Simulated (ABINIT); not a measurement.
Runs of ABINIT 10.8.3 (patched build) on TiSi2. Symmetry: Fddd, No. 70, orthorhombic system. Conventional cell: a = 4.779 Å, b = 8.235 Å, c = 8.526 Å, α = 90.00°, β = 90.00°, γ = 90.00°. Ti (site symmetry 222) has 10 Si at 2.55 to 2.78 Å as nearest neighbours. Si (site symmetry 2) is surrounded by 5 Si at 2.52 to 2.79 Å and 5 Ti at 2.55 to 2.78 Å. The cell is a database's computed one.

```tsv
level	potentials or basis	optimiser	force threshold (eV/Å)	dispersion computed by	cell freedom (optcell)	optimiser (ionmov)	gap on the mesh (eV)	pressure (GPa)	relaxed volume (Å³/atom)	largest force (eV/Å)
PBE+D3(BJ)	JTH PAW PBE v2.0	BFGS	0.02	simple-dftd3 1.7.0	-	-	none	-0.1	(a)	0.01
PBE+D3	JTH PAW PBE v2.0	BFGS	0.02	simple-dftd3 1.7.0	-	-	none	-0.1	(b)	-
LDA	JTH PAW LDA v2.0	-	-	-	2	2	none	0.0	13.52	-
PBE+D4	JTH PAW PBE v2.0	BFGS	0.02	dftd4 4.3.1	-	-	none	-0.1	13.76	-
PBE	JTH PAW PBE v2.0	BFGS	0.02	-	-	-	none	0.0	14.18	0.01
```

Alike in all rows: task relaxation of cell and atoms; no spin polarisation; cell relaxed; k mesh 7 × 7 × 7; cutoff (eV) 408; smearing fermi-dirac 0.05 eV.

**Question.** Fill in the values left out.

**Answer.** (a) 13.58; (b) 13.70.

Caveats: pairwise dispersion overbinds metals, which lowers pressure and volume (some runs).

A gap of «none» marks a metal or a gap under the smearing width.
